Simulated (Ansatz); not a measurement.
# CH5ClSSi: the cost of one run

The runs use Ansatz 0.2.0, Gaussian basis; the settings change from run to run.

## 1. The relaxed structure

The geometry comes from an earlier relaxation with PBE0-D4 in a triple-zeta def2 set; it is a stationary point, not always the lowest conformer.

SMILES `S[SiH2]CCl`, 9 atoms, charge 0, spin multiplicity 1.

Atoms are counted from 1 here; the program's logs count them from 0.

Bond lengths: S1–Si2 2.139 Å, S1–H5 1.344 Å, Si2–C3 1.880 Å, Si2–H6 1.481 Å, Si2–H7 1.482 Å, C3–Cl4 1.787 Å, C3–H8 1.090 Å, C3–H9 1.090 Å. Angles: Si2–S1–H5 94.6°, S1–Si2–C3 111.2°, S1–Si2–H6 105.3°, S1–Si2–H7 111.1°, C3–Si2–H6 109.3°, C3–Si2–H7 108.6°, H6–Si2–H7 111.2°, Si2–C3–Cl4 108.0°, Si2–C3–H8 112.4°, Si2–C3–H9 111.9°, Cl4–C3–H8 107.8°, Cl4–C3–H9 108.0°, H8–C3–H9 108.6°.

## 2. PBE-QIDH/x2c-TZVPPall

This run has atoms shaken by 0.15 Å.

File in.yaml:

```yaml
crystal:
  periodic: [false, false, false]
  atoms:
    - {symbol: S, position_ang: [-1.104346, 1.990183, -0.474079]}
    - {symbol: Si, position_ang: [0.333702, 0.327448, 0.363424]}
    - {symbol: C, position_ang: [-0.224883, -1.097526, -0.153089]}
    - {symbol: Cl, position_ang: [0.981759, -2.335808, 0.817690]}
    - {symbol: H, position_ang: [-0.565499, 2.093405, -1.380948]}
    - {symbol: H, position_ang: [0.114118, 0.451085, 2.013164]}
    - {symbol: H, position_ang: [1.455374, 0.638388, 0.049496]}
    - {symbol: H, position_ang: [-0.090096, -1.113072, -1.243502]}
    - {symbol: H, position_ang: [-1.297230, -1.397185, 0.137633]}
basis:
  gaussian: {orbitals: x2c-TZVPPall}
hamiltonian: {xc: {name: PBE-QIDH}}
output: {forces: true}
```

The run is started by

```console
$ ansatz run in.yaml --threads 2 --pin off --events-out ev --progress --plain --max-ram 4352MiB
```

Q: Estimate wall time and peak memory on 2 threads of Intel Xeon Platinum 8488C, shared host.

About 14 s, with a peak of 0.74 GiB.
